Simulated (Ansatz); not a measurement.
# CH2AlNO (SMILES O=C=[N][AlH2]) at MP2/6-311+G(d,p)

What is the vertical electron affinity of CH2AlNO at MP2/6-311+G**? 

Program for the calculation: Ansatz 0.2.0.

69 further runs of the same task are left out: 69 set aside as unsound or not needed. Runs told in other sessions of the task aren't counted.

## 1. The structure to begin with

CH2AlNO: 6 atoms, total charge 0, spin state singlet. As SMILES, `O=C=[N][AlH2]`. Geometry: relaxed at PBE0-D4/def2-TZVP.

Bond lengths: O1–C2 1.166 Å, C2–N3 1.196 Å, N3–Al4 1.770 Å, Al4–H5 1.575 Å, Al4–H6 1.575 Å. Angles: O1–C2–N3 180.0°, C2–N3–Al4 179.7°, N3–Al4–H5 117.5°, N3–Al4–H6 117.5°, H5–Al4–H6 125.0°.

## 2. The energy at MP2/6-311+G(d,p)

The input, input.yaml:

```yaml
crystal:
  periodic: [false, false, false]
  atoms:
    - symbol: O
      position_ang: [1.702300, -2.146700, 0.966300]
    - symbol: C
      position_ang: [1.019700, -1.287700, 0.572500]
    - symbol: N
      position_ang: [0.319600, -0.406900, 0.168300]
    - symbol: Al
      position_ang: [-0.716100, 0.900800, -0.422500]
    - symbol: H
      position_ang: [-1.263800, 0.785800, -1.894800]
    - symbol: H
      position_ang: [-1.019700, 2.090500, 0.564100]
basis:
  gaussian:
    orbitals: 6-311+G_st__st_-spherical.json
correlation:
  method: mp2
  frozen_orbitals: {Al: 5, C: 1, H: 0, "N": 1, O: 1}
accuracy: high
```

The basis set 6-311+G** is read from a file made from the Basis Set Exchange's data (not shown).

Launch:

```
$ ansatz run input.yaml --threads 1 --pin off --max-ram 2610MiB --events-out events.jsonl --progress --plain --runs-dir runs
```

Output:

```text
Warning: RAYON_NUM_THREADS=1 ignored (pool sized by the plan → 1); use --threads N
Functional definition: HF
  name "HF"
  exchange = exact_x
  correlation = 0
1785 factors; integrals over basis functions are off by at most 4.2e-9 eV
mean field evaluation 1: about -11163.4966 eV, gradient 4.0e1 eV
mean field evaluation 2: about -11163.5626 eV, gradient 4.0e1 eV
mean field evaluation 4: about -11166.6345 eV, gradient 3.0e0 eV
mean field evaluation 8: about -11166.6718 eV, gradient 1.5e-1 eV
mean field evaluation 16: about -11166.6720 eV, gradient 9.9e-9 eV
mean field -11166.67195432 eV, -410.3676252793 hartree, gradient 9.9e-9 eV, S^2 0.000000; 0 other end points of the search recorded, 0 dependent functions left out
8 core orbitals not correlated: weight in the atoms' cores, before any rotation towards them, 1.000 or more for the frozen orbitals, at most 0.000 for the correlated occupied ones
reference -11166.67195432 eV, -410.3676252793 hartree; 10, 10 occupied and 90, 90 virtual orbitals, 1785 factors
second order -15.01532923 eV of doubles, -0.00000000 eV of singles
Total energy: -11181.68728355 eV, -410.9194284506 hartree
```

Run time: 2.7 s. Hardware: 1 thread of Arm Neoverse V2, shared host; peak memory 0.25 GiB.

## 3. The doublet anion at the same level

The input, job.yaml:

```yaml
crystal:
  periodic: [false, false, false]
  atoms:
    - {symbol: O, position_ang: [1.702300, -2.146700, 0.966300]}
    - {symbol: C, position_ang: [1.019700, -1.287700, 0.572500]}
    - {symbol: "N", position_ang: [0.319600, -0.406900, 0.168300]}
    - {symbol: Al, position_ang: [-0.716100, 0.900800, -0.422500]}
    - {symbol: H, position_ang: [-1.263800, 0.785800, -1.894800]}
    - {symbol: H, position_ang: [-1.019700, 2.090500, 0.564100]}
basis:
  gaussian:
    orbitals: 6-311+G_st__st_-spherical.json
total_charge: -1
accuracy: high
correlation:
  method: mp2
  frozen_orbitals: {Al: 5, C: 1, H: 0, "N": 1, O: 1}
magnetization:
  spin_polarized: true
  initial_magnetization: 1
```

The basis set 6-311+G** is read from a file made from the Basis Set Exchange's data (not shown).

Launch:

```
$ ansatz run job.yaml --threads 1 --pin off --max-ram 2610MiB --events-out events.jsonl --progress --plain --runs-dir runs
```

Output:

```text
Warning: RAYON_NUM_THREADS=1 ignored (pool sized by the plan → 1); use --threads N
[... 4 set-up lines as earlier in the session ...]
1785 factors; integrals over basis functions are off by at most 4.2e-9 eV
mean field evaluation 1: about -11163.5819 eV, gradient 2.3e1 eV
mean field evaluation 2: about -11163.5888 eV, gradient 2.3e1 eV
mean field evaluation 4: about -11166.2662 eV, gradient 2.9e0 eV
mean field evaluation 8: about -11166.3315 eV, gradient 2.7e-1 eV
mean field evaluation 16: about -11166.3349 eV, gradient 1.8e-8 eV
mean field -11166.33492493 eV, -410.3552396776 hartree, gradient 1.8e-8 eV, S^2 0.761825; 3 other end points of the search recorded, 0 dependent functions left out
8 core orbitals not correlated: weight in the atoms' cores, before any rotation towards them, 1.000 or more for the frozen orbitals, at most 0.000 for the correlated occupied ones
reference -11166.33492493 eV, -410.3552396776 hartree; 11, 10 occupied and 89, 90 virtual orbitals, 1785 factors
second order -15.28767084 eV of doubles, -0.00000000 eV of singles
Total energy: -11181.62259577 eV, -410.9170512184 hartree
```

Run time: 4.8 s. Hardware: 1 thread of Arm Neoverse V2, shared host; peak memory 0.31 GiB.

## 4. Results

At MP2/6-311+G**, 8 core orbitals frozen:

| quantity | value |
| --- | --- |
| singlet CH2AlNO: total energy | -410.91943 Eh |
| singlet CH2AlNO: correlation energy (8 core orbitals frozen) | -551.8 mEh |
| doublet anion: total energy | -410.91705 Eh |
| doublet anion: correlation energy (8 core orbitals frozen) | -561.8 mEh |
| doublet anion: ⟨S²⟩ of the reference determinant | 0.762 |
| vertical electron affinity (to the doublet anion) | -0.065 eV |

What this shows: The anion lies 0.06 eV (6.2 kJ/mol) above the neutral: the electron isn't bound at this level, and such a value depends on the basis.
